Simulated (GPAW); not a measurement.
# Al2O3 (R-3c) in GPAW: notebook

One crystal, Al2O3, is run at these levels: LDA, GLLB-SC, TB-mBJ; tasks: band structure, single point.

Program: GPAW 26.7.0. These are calculated values, not measurements. Logs are shortened: lines on timing, memory, paths and dates and some standing lists are left out, and cuts for length are marked. The log counts tension as positive stress, the text compression.

**Measured values to compare with.**

From “Multi-petahertz electron interference in Cr:Al2O3 solid-state material”, 2018, pmc:5906618, for a bulk crystal of Al2O3: band gap 8.7 eV (optical).

The results are compared with them further down.

### Step 1. Starting point

Symmetry: R-3c, No. 167, trigonal system. Conventional cell: a = 4.754 Å, b = 4.754 Å, c = 12.990 Å, α = 90.00°, β = 90.00°, γ = 120.00°. Around Al (site symmetry 3) lie 6 O at 1.85 to 1.97 Å. O (site symmetry 2) has 4 Al at 1.85 to 1.97 Å as nearest neighbours.

### Step 2. Band structure, LDA

run.py reads:

```python
from ase import Atoms
from ase.dft.bandgap import bandgap
from ase.io import write
from ase.units import GPa
from gpaw import GPAW, PW

atoms = Atoms(['Al', 'Al', 'Al', 'Al', 'O', 'O', 'O', 'O', 'O', 'O'],
              cell=[[2.377, 1.3723615899, 4.33],
                    [-2.377, 1.3723615899, 4.33],
                    [0.0, -2.7447231797, 4.33]],
              scaled_positions=[[0.85228, 0.85228, 0.85228],
                                [0.64772, 0.64772, 0.64772],
                                [0.14772, 0.14772, 0.14772],
                                [0.35228, 0.35228, 0.35228],
                                [0.0564, 0.4436, 0.75],
                                [0.75, 0.0564, 0.4436],
                                [0.4436, 0.75, 0.0564],
                                [0.9436, 0.5564, 0.25],
                                [0.25, 0.9436, 0.5564],
                                [0.5564, 0.25, 0.9436]],
              pbc=True)

calc = GPAW(mode=PW(800),
            xc='LDA',
            kpts={'size': (4, 4, 4), 'gamma': True},
            occupations={'name': 'fermi-dirac', 'width': 0.05},
            nbands=44,
            convergence={'density': 1e-05, 'energy': 1e-05},
            maxiter=150,
            txt='gpaw.txt')
atoms.calc = calc
energy = atoms.get_potential_energy()
forces = atoms.get_forces()
stress = atoms.get_stress()
calc.write('gs.gpw')
write('result.traj', atoms)
print(f'Energy: {energy:.6f} eV')
print('Forces (eV/A):')
print(forces.round(4))
print('Stress (GPa):', (stress / GPa).round(3))
print('Fermi level:', round(calc.get_fermi_level(), 4), 'eV')
print(f'Gap: {bandgap(calc)[0]:.4f} eV, direct: {bandgap(calc, direct=True)[0]:.4f} eV')

path = atoms.cell.bandpath('GLB1,BZGX,QFP1Z,LP', npoints=80, eps=1e-4)
bs_calc = calc.fixed_density(kpts=path, symmetry='off', nbands=64,
                             convergence={'bands': 'CBM+6.0', 'eigenstates': 1e-6}, txt='bands.txt')
bs = bs_calc.band_structure()
bs.write('bs.json')
print(f'Gap on the path: {bandgap(bs_calc)[0]:.4f} eV')
```

Potentials or basis: the program's PAW data sets (release 1.2.1) made for this functional, pw.

On the command line:

```sh
> OMP_NUM_THREADS=1 python run.py
```

gpaw.txt:

```text
__  _  _
 | _ |_)|_||  |
 |__||  | ||/\| - 26.7.0

Input parameters:
  mode=PW(ecut=800.0),
  convergence={'density': 1e-05, 'energy': 1e-05},
  kpts=MonkhorstPack(size=(4, 4, 4), gamma=True),
  maxiter=150,
  nbands=44,
  occupations=Occupations(name='fermi-dirac', width=0.05),
  xc=XC(name='LDA')

Diagonalizing LCAO Hamiltonian
Converting LCAO to pw mode

            Al

            Al O
        O
           O O
                O
         O  Al

            Al

Atoms  # Å, Bohr magnetons
|   | symbol |         x |         y |         z |    initial magnetic moments |
|---|--------|-----------|-----------|-----------|-----------------------------|
| 0 |     Al | -0.000000 |  0.000000 | 11.071117 | ( 0.0000,  0.0000,  0.0000) |
| 1 |     Al |  0.000000 |  0.000000 |  8.413883 | ( 0.0000,  0.0000,  0.0000) |
| 2 |     Al | -0.000000 |  0.000000 |  1.918883 | ( 0.0000,  0.0000,  0.0000) |
| 3 |     Al | -0.000000 |  0.000000 |  4.576117 | ( 0.0000,  0.0000,  0.0000) |
| 4 |      O | -0.920374 | -1.372362 |  5.412500 | ( 0.0000,  0.0000,  0.0000) |
| 5 |      O |  1.648687 | -0.110887 |  5.412500 | ( 0.0000,  0.0000,  0.0000) |
| 6 |      O | -0.728313 |  1.483248 |  5.412500 | ( 0.0000,  0.0000,  0.0000) |
| 7 |      O |  0.920374 |  1.372362 |  7.577500 | ( 0.0000,  0.0000,  0.0000) |
| 8 |      O | -1.648687 |  0.110887 |  7.577500 | ( 0.0000,  0.0000,  0.0000) |
| 9 |      O |  0.728313 | -1.483248 |  7.577500 | ( 0.0000,  0.0000,  0.0000) |

Unit cell  # Å
| periodic |         x |         y |        z |  lengths |    angles |
|----------|-----------|-----------|----------|----------|-----------|
|      yes |  2.377000 |  1.372362 | 4.330000 | 5.126637 | 55.246653 |
|      yes | -2.377000 |  1.372362 | 4.330000 | 5.126637 | 55.246653 |
|      yes |  0.000000 | -2.744723 | 4.330000 | 5.126637 | 55.246653 |

Number of symmetries: 6
Symmetry operations  # r_c * U_cc + t_c -> r_c
|   | kind |            matrix            |
|---|------|------------------------------|
| 0 |  E   |  1, 0, 0,  0, 1, 0,  0, 0, 1 |
| 1 |  C3  |  0, 1, 0,  0, 0, 1,  1, 0, 0 |
| 2 |  C3  |  0, 0, 1,  1, 0, 0,  0, 1, 0 |
| 3 |  S6  |  0, 0,-1, -1, 0, 0,  0,-1, 0 |
| 4 |  S6  |  0,-1, 0,  0, 0,-1, -1, 0, 0 |
| 5 |  i   | -1, 0, 0,  0,-1, 0,  0, 0,-1 |

BZ-sampling:
  Number of BZ points: 64
  Number of IBZ points: 14

  Monkhorst-Pack size: [4, 4, 4]
  Monkhorst-Pack shift: [0.125, 0.125, 0.125]

K-points  # in reciprocal-cell coordinates
|     |                                coordinates |     weight |
|-----|--------------------------------------------|------------|
|   0 | (  0.00000000,   0.00000000,   0.00000000) | 0.01562500 |
|   1 | (  0.25000000,   0.00000000,  -0.25000000) | 0.09375000 |
|   2 | (  0.25000000,   0.00000000,   0.00000000) | 0.09375000 |
|   3 | (  0.25000000,   0.25000000,  -0.25000000) | 0.09375000 |
|   4 | (  0.25000000,   0.25000000,   0.00000000) | 0.09375000 |
|   5 | (  0.25000000,   0.25000000,   0.25000000) | 0.03125000 |
|   6 | (  0.50000000,   0.00000000,   0.00000000) | 0.04687500 |
|   7 | (  0.50000000,   0.00000000,   0.25000000) | 0.09375000 |
|   8 | (  0.50000000,   0.25000000,  -0.25000000) | 0.09375000 |
|   9 | (  0.50000000,   0.25000000,   0.00000000) | 0.09375000 |
| ... |                                            |            |
|  13 | (  0.50000000,   0.50000000,   0.50000000) | 0.01562500 |

Plane wave coefficients: 4368
Cutoff: 800.0 eV

Spin-components: 1 (collinear spins)
Bands:           44
Projectors:      50
Spin-degeneracy: 2
Datatype:        complex128

Parallelization:
  kpt:    1
  domain: 1
  band:   1

Density:
  Valence electrons: 48.0
  Components: 1
  Grid points: [35 35 35]
  Charge: 0.0  # |e|

Potential:
  Grid points: [35 35 35]

species:
  Al:
    name:    Aluminium
    Z:       13.0
    valence: 3
    core:    10
    charge:  0.0  # [|e|]
    compensation charges:
      type: gauss
      rc: 0.34  # [Å]
      lmax: 2
    cutoffs:
      filter: 1.91  # [Å]
      core: 2.36  # [Å]
    projectors
    | kind |    occ | energy [eV] | rcut [Å] |
    |------|--------|-------------|----------|
    |   3s |  2.000 |      -7.830 |    1.085 |
    |   3p |  1.000 |      -2.783 |    1.085 |
    |    s |        |      19.382 |    1.085 |
    |    p |        |      24.428 |    1.085 |
    |    d |        |       0.000 |    1.085 |

    Using partial waves for Al as LCAO basis

  O:
    name:    Oxygen
    Z:       8.0
    valence: 6
    core:    2
    charge:  0.0  # [|e|]
    compensation charges:
      type: gauss
      rc: 0.21  # [Å]
      lmax: 2
    cutoffs:
      filter: 1.17  # [Å]
      core: 0.83  # [Å]
    projectors
    | kind |    occ | energy [eV] | rcut [Å] |
    |------|--------|-------------|----------|
    |   2s |  2.000 |     -23.752 |    0.688 |
    |   2p |  4.000 |      -9.195 |    0.598 |
    |    s |        |       3.459 |    0.688 |
    |    p |        |      18.016 |    0.598 |
    |    d |        |       0.000 |    0.619 |

    Using partial waves for O as LCAO basis

Reference energy: -38481.133639  # eV

eigensolver:
  PPCG
  Converge bands: occupied
  niter=2

density mixing:
  MSR1-Mixer
  Pratt-step length: 0.05
  Maximum mixing coefficient: 0.75
  Old densities: 10
  SVD Regularization: 0.005
  Good broyden scale: 1.0
  Trust region scale: 1.0
  Backstep threshold: 4.0
  History deletion threshold: 6.0
  Fourier metric: weight=20.0, sigma=0.015

occupation numbers:
  Fermi-Dirac:
    width: 0.0500  # eV

poisson solver:
  ecut: 6400.0  # eV

xc functional:
  name: None

convergence criteria:
- Maximum integral of absolute [dens]ity change: 1e-05 electrons / valence electron
- Maximum [total energy] change in last 3 cyles: 1e-05 eV / valence electron
- Maximum integral of absolute [eigenst]ate change: 4e-08 eV^2 / valence electron
maximum number of iterations: 150

SCF iterations
|iter     | |      energy | eigst |  dens |
|---------|-|-------------|-------|-------|
|iter:   1| |  -91.115247 | +0.32 |       |
|iter:   2| |  -89.410645 | -1.91 | -0.72 |
|iter:   3| |  -84.171113 | -0.98 | -0.78 |
|iter:   4| |  -84.149265 | -2.94 | -1.36 |
|iter:   5| |  -84.152597 | -3.85 | -1.67 |
|iter:   6| |  -84.152667 | -6.07 | -2.95 |
|iter:   7| |  -84.152675c| -6.99 | -3.39 |
|iter:   8| |  -84.152675c| -7.60c| -4.65 |
|iter:   9| |  -84.152675c| -8.66c| -5.32c|

Converged in 9 steps
Energy contributions relative to reference atoms: (reference = -38481.133639)

Energy contributions:
  Kinetic:          88.309430
  Coulomb:         -78.707611
  Zero:              1.279614
  External:          0.000000
  Xc:              -95.034108
  Entropy:          -0.000000
  Spinorbit:         0.000000
  ----------------------------
  Free energy:     -84.152675
  Extrapolated:    -84.152675

dipole moment: (-0.000000, -0.000000, -0.000003)  # |e|*Ang

Fermi level: 7.444
Eigenvalues  # (at kpt = [0.000, 0.000, 0.000])
| band index |      eig [eV] | occ [0-2] |
|------------|---------------|-----------|
|          0 |       -13.105 |     2.000 |
|        ... |               |           |
|         16 |         4.490 |     2.000 |
|         17 |         4.627 |     2.000 |
|         18 |         4.627 |     2.000 |
|         19 |         5.434 |     2.000 |
|         20 |         5.434 |     2.000 |
|         21 |         5.915 |     2.000 |
[... 8 lines left out ...]
|         30 |        18.091 |     0.000 |
|         31 |        18.091 |     0.000 |
|        ... |               |           |
|         43 |        25.716 |     0.000 |

Gap: 6.217 eV
Transition (v -> c):
  (s=0, k=0, n=23, [0.00, 0.00, 0.00]) -> (s=0, k=0, n=24, [0.00, 0.00, 0.00])
No difference between direct/indirect transitions

Forces  # eV/Ang
|        x |        y |        z |
|----------|----------|----------|
| -0.00000 | -0.00000 | -0.08355 |  # Al   0
|  0.00000 |  0.00000 |  0.08353 |  # Al   1
|  0.00000 |  0.00000 |  0.08355 |  # Al   2
|  0.00000 | -0.00000 | -0.08353 |  # Al   3
| -0.09659 | -0.00001 |  0.00005 |  # O    4
|  0.04830 | -0.08364 |  0.00005 |  # O    5
|  0.04828 |  0.08365 |  0.00005 |  # O    6
|  0.09659 |  0.00001 | -0.00005 |  # O    7
| -0.04830 |  0.08364 | -0.00005 |  # O    8
| -0.04828 | -0.08365 | -0.00005 |  # O    9

Stress tensor  # eV/Ang^3
|         x |         y |         z |
|-----------|-----------|-----------|
|  0.009679 |  0.000000 | -0.000000 |
|  0.000000 |  0.009679 | -0.000000 |
| -0.000000 | -0.000000 |  0.017306 |

# Writing to gs.gpw (mode='')
```

Run time: 6.8 min. Hardware: 1 thread of Intel Xeon Platinum 8375C at 2.90GHz (Ice Lake), shared host; peak memory 0.79 GiB.

What came out:

* Free energy: -84.1527 eV
* Pressure: -2.0 GPa
* Largest force: 0.097 eV/Å
* Band gap on the k mesh: 6.22 eV, direct
* Band gap along the path: 6.22 eV, direct

Forces in eV/Å, atoms in the order of the input:
```
Al   0.000  0.000 -0.084
Al   0.000  0.000  0.084
Al   0.000  0.000  0.084
Al   0.000  0.000 -0.084
O   -0.097  0.000  0.000
O    0.048 -0.084  0.000
O    0.048  0.084  0.000
O    0.097  0.000  0.000
O   -0.048  0.084  0.000
O   -0.048 -0.084  0.000
```

Levels at the corners of the path, in eV from the valence-band top:
| point | band 22 | band 23 | band 24 | band 25 | band 26 | band 27 |
| --- | --- | --- | --- | --- | --- | --- |
| Γ | -0.03 | -0.03 | 0.00 | 6.22 | 9.02 | 10.54 |
| L | -0.93 | -0.28 | -0.28 | 9.34 | 9.34 | 9.52 |
| B1 | -0.86 | -0.52 | -0.52 | 9.57 | 9.57 | 9.99 |
| B | -0.86 | -0.52 | -0.52 | 9.57 | 9.57 | 9.99 |
| Z | -0.38 | -0.38 | -0.38 | 8.60 | 8.60 | 10.83 |
| Γ | -0.03 | -0.03 | 0.00 | 6.22 | 9.02 | 10.54 |
| X | -0.86 | -0.57 | -0.29 | 9.39 | 9.40 | 9.60 |
| Q | -0.86 | -0.57 | -0.29 | 9.39 | 9.40 | 9.60 |
| F | -0.93 | -0.76 | -0.26 | 9.40 | 9.65 | 9.81 |
| P1 | -0.88 | -0.76 | -0.48 | 9.58 | 9.73 | 10.08 |
| Z | -0.38 | -0.38 | -0.38 | 8.60 | 8.60 | 10.83 |
| L | -0.93 | -0.28 | -0.28 | 9.34 | 9.34 | 9.52 |
| P | -0.88 | -0.76 | -0.48 | 9.58 | 9.73 | 10.08 |

(Continued in part 2 of 2.)
